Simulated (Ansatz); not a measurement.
# NaTbBr4: the cost of one run

Program: Ansatz 0.2.0. Level of theory: DFT PBE, scalar-relativistic, plane waves, PAW; 4f electrons in the core of a trivalent norm-conserving potential. These are calculated values, not measurements.

1 further run of the same task is left out (it didn't finish). Runs told in other sessions of the task aren't counted.

### 1 The starting structure

It takes space group P4/mmm (No. 123, tetragonal). The conventional cell has a = 4.873 Å, b = 4.873 Å, c = 7.002 Å, α = 90.00°, β = 90.00°, γ = 90.00°. Na (site symmetry 4/mmm) has 8 Br at 2.95 Å in its first shell of neighbours. Tb (site symmetry 4/mmm) is surrounded by 8 Br at 3.05 Å. Around Br (site symmetry 2mm) lie 2 Na at 2.95 Å and 2 Tb at 3.05 Å.

Coordinates:

```
CELL_PARAMETERS angstrom
4.87255 0.00000 0.00000
0.00000 4.87255 0.00000
0.00000 0.00000 7.00186
ATOMIC_POSITIONS crystal
Na 0.00000 0.00000 0.00000
Tb 0.50000 0.50000 0.50000
Br 0.50000 0.00000 0.76315
Br 0.00000 0.50000 0.23685
Br 0.50000 0.00000 0.23685
Br 0.00000 0.50000 0.76315
```

Recipe of the guess: species swapped into a database cell of CePrO4 (P4/mmm, No. 123), with Na on the Ce sites, Tb on the Pr sites and Br on the O sites. Its size is a rough estimate.

### 2 Probe: one point on a coarse mesh

The input, input.yaml:

```yaml
crystal:
  lattice:
    - [4.8725534, 0.0, 0.0]
    - [0.0, 4.8725534, 0.0]
    - [0.0, 0.0, 7.00186174]
  atoms:
    - { symbol: Na, position: [0.0, 0.0, 0.0] }
    - { symbol: Tb, position: [0.5, 0.5, 0.5] }
    - { symbol: Br, position: [0.5, 0.0, 0.76314598] }
    - { symbol: Br, position: [0.0, 0.5, 0.23685402] }
    - { symbol: Br, position: [0.5, 0.0, 0.23685402] }
    - { symbol: Br, position: [0.0, 0.5, 0.76314598] }
basis:
  ecutwfc: 690
kpoints:
  mp_grid: { grid: [4, 4, 4] }
hamiltonian:
  xc: pbe
  pseudopotentials:
    kind: paw
    azcp: { Tb: "pseudopotentials/pbe/nc/lanthanide_3plus/Tb.nc.azcp" }
scf:
  occupations: { method: gaussian, width: 0.1 }
  lower_state_search: "off"
output:
  forces: true
  stress: true
  eigenvalues: true
```

Command:

```console
$ ansatz run input.yaml --threads 1 --pin off --max-ram 2560MiB --backend cpu --events-out ev --progress --plain --runs-dir out
```

**Question.** How long does this run take on 1 thread of Arm Neoverse V1, shared host, and how much memory does it need?

About 13 s, with a peak of 0.48 GiB.
